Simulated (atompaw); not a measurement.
# A PAW (atompaw) potential for K, from input to tests

Aim: build the potential from the settings below, then test how well it stands in for the atom: scattering, ghost states and the plane-wave cutoff that it needs.

The numbers are computed with atompaw 4.2.0.5 (LDA (PW92), scalar-relativistic, spin-unpolarised reference atom).

### 1 Settings

Typed settings, in words:

- element: potassium (K, Z = 19)
- type: PAW
- frozen core: [Ar]
- valence charge: 1
- reference configuration: 3d0 4s0.5 4p0 (charge +0.5)
- partial waves: 4s (bound): rc 3.00 bohr; 4s channel at 4.05 Ry: rc 3.00 bohr; 4p (bound, empty): rc 3.00 bohr; 4p channel at 0.3 Ry: rc 3.00 bohr; 3d (bound, empty): rc 3.00 bohr; 3d channel at 3.6 Ry: rc 3.00 bohr
- local potential: vpsmatchnc scheme with l = 3 at 0 Ry, radius 2.40 bohr
- core correction: smooth core density matched at 1.85 bohr
- augmentation charge: besselshape compensation charge, radius 2.65 bohr; PAW radius 3.00 bohr; waves and projectors: custom polynom2 7 10 vanderbiltortho

### 2 Generating the potential

K.input reads:

```
K 19
LDA-PW scalarrelativistic loggrid 1500 logderivrange -2 5 176
4 4 3 0 0 0
4 0 0.5
4 1 0
3 2 0
0 0 0
c
c
c
v
c
c
v
v
2
3.00 2.65 2.40 1.85
y
4.05
n
y
0.3
n
y
3.6
n
custom polynom2 7 10 vanderbiltortho besselshape
3 0 vpsmatchnc
3.00
3.00
3.00
3.00
3.00
3.00
PWSCFOUT
UPFDX 0.0125d0 UPFXMIN -7.d0 UPFZMESH 19.d0
END
```

The run is started by

```
$ atompaw < K.input > K.log
```

Before running it: what results should come out? Wanted: cutoffs for 10 and 1 mRy, occupied levels; bound ghosts; largest phase difference near zero energy, channels read; lowest eigenvalue of the overlap; share of valence orbitals outside the PAW sphere; UPF file.

The runs gave:

```
                                                quantity                          value
               cutoffs for 10 and 1 mRy, occupied levels  6 Ry or less and 6 Ry or less
                                            bound ghosts                 p at -18.51 eV
largest phase difference near zero energy, channels read                      3.139 rad
         lowest eigenvalue of the overlap (Bessel basis)                      0.874 (p)
        share of valence orbitals outside the PAW sphere      4s 83 %, 4p 94 %, 3d 67 %
                                                UPF file                        written
```

In words: A bound ghost (p) makes it unfit for use: electrons can fall into a state that the atom doesn't have. By its cutoff, 6 Ry or less for the looser tolerance, it is soft on the atom at that tolerance. Near zero energy the largest phase difference among the channels read is 3.14 rad, in the s channel. A step near π is an extra or missing state, not a misfit of shape. The pseudo curves have a pole with no partner nearby in the atom's: s at -0.22 Ry.
